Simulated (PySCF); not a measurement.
# TeH: the SCF solver's settings

Do solver options change the result for TeH, or only the number of cycles?

Computed with PySCF 2.14.0. Level: method and basis as typed in the scripts.

2 further runs of the same task are left out: 2 that didn't finish.

**1. Starting geometry**

TeH: 2 atoms, charge 0, spin multiplicity 2.

Bond lengths: Te1–H2 1.640 Å.

**2. The run that the others are compared with**

Contents of input.py:

```python
from pyscf import gto, scf, mp

mol = gto.M(
    atom='Te 0 0 0; H 0 0 1.64',
    basis='sbkjc',
    ecp={'Te': 'sbkjc'},
    charge=0,
    spin=1,
    verbose=3,
)
mf = scf.UHF(mol)
mf.kernel()
mp.MP2(mf).kernel()
mf.dip_moment()
print('orbital energies (hartree):', [e[max(0, n-3):n+3].round(4) for e, n in zip(mf.mo_energy, mol.nelec)])
```

Command:

```
$ OMP_NUM_THREADS=1 python input.py
```

The log of this run is left out.

It gives: E(SCF) = -8.410626 Eh, E(MP2) − E(SCF) = -0.02359 Eh, ⟨S²⟩ = 0.754, μ = 0.62 D (of the SCF density).

The bond length is a typed value, not an optimised one.

**3. Smearing width 0.01 hartree**

Edit 1 changes smearing width: none → 0.01 hartree; step after the SCF: mp2 → none.

Contents of input.py:

```python
from pyscf import gto, scf

mol = gto.M(
    atom='Te 0 0 0; H 0 0 1.64',
    basis='sbkjc',
    ecp={'Te': 'sbkjc'},
    charge=0,
    spin=1,
    verbose=3,
)
mf = scf.UHF(mol)
mf = scf.addons.smearing_(mf, sigma=0.01, method='fermi')
mf.kernel()
mf.dip_moment()
print('orbital energies (hartree):', [e[max(0, n-3):n+3].round(4) for e, n in zip(mf.mo_energy, mol.nelec)])
```

Command:

```
$ OMP_NUM_THREADS=1 python input.py
```

**4. Convergence threshold 1e-16 hartree**

Edit 2 changes convergence threshold: default → 1e-16 hartree.

Edit input.py of step 2 so:

```diff
@@ -11,2 +11,3 @@
 mf = scf.UHF(mol)
+mf.conv_tol = 1e-16
 mf.kernel()
```

**5. DIIS space off**

Edit 3 changes DIIS space: default → off.

Edit input.py of step 2 so:

```diff
@@ -11,2 +11,3 @@
 mf = scf.UHF(mol)
+mf.diis = False
 mf.kernel()
```

**6. Damping 0.8**

Edit 4 changes damping: none → 0.8.

Edit input.py of step 2 so:

```diff
@@ -11,2 +11,4 @@
 mf = scf.UHF(mol)
+mf.damp = 0.8
+mf.diis_start_cycle = 8
 mf.kernel()
```

What does the calculation give? Wanted: for each run, E(SCF); from base; SCF dipole; after the SCF.

**Answer**, as computed:

```
                                run  E(SCF) (hartree)  from base (eV)  SCF dipole (D)              after the SCF
                               base         -8.410626               0            0.62  MP2 correlation -0.642 eV
        smearing width 0.01 hartree         -8.288356  not comparable            0.67                        n/a
convergence threshold 1e-16 hartree         -8.410626          0.0000            0.62  MP2 correlation -0.642 eV
                     DIIS space off         -8.410626          0.0000            0.62  MP2 correlation -0.642 eV
                        damping 0.8         -8.410626          0.0000            0.62  MP2 correlation -0.642 eV
```

In words: No change of the SCF energy comes from convergence threshold 1e-16 hartree or DIIS space off or damping 0.8.
